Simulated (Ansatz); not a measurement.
LiMo in Ansatz: the effect of functional

The system is LiMo.

```
Li Mo
1.0
     2.67346    0.00000    0.00000
    -1.33673    2.31528    0.00000
     0.00000    0.00000    5.00471
Li Mo
1 1
Direct
  0.00000 0.00000 0.00000
  0.33333 0.66667 0.50000
```

The cell was built by a generator and needn't be a form met in nature.

Alike in all runs:

| Quantity | Value |
| --- | --- |
| Program | Ansatz 0.2.0 |
| Task | band structure |
| Potentials or basis | Ansatz PAW |
| k mesh | 11 × 11 × 6 |
| Occupations | fermi-dirac, width 0.05 eV |
| Spin | no spin polarisation |

Question: One run gave: pressure 4.4 GPa. Which functional did it use?
A. revPBE
B. RPBE
C. BLYP
D. PBEsol
E. r2SCAN

Answer: C.

```tsv
functional	cutoff	pressure (GPa)
LDA	420 eV (not typed: the program's choice for these potentials)	-5.6
PBE	420 eV (not typed: the program's choice for these potentials)	0.9
PBEsol	420 eV (not typed: the program's choice for these potentials)	-2.5
RPBE	420 eV (not typed: the program's choice for these potentials)	3.2
revPBE	420 eV (not typed: the program's choice for these potentials)	2.7
BLYP	420 eV (not typed: the program's choice for these potentials)	4.4
r2SCAN	500 eV (not typed: the program's choice for these potentials)	-0.1
```

Caveats: the PAW data sets come from PBE, with cores solved anew for the run's functional, which leaves a small shift of forces and pressure (some runs).
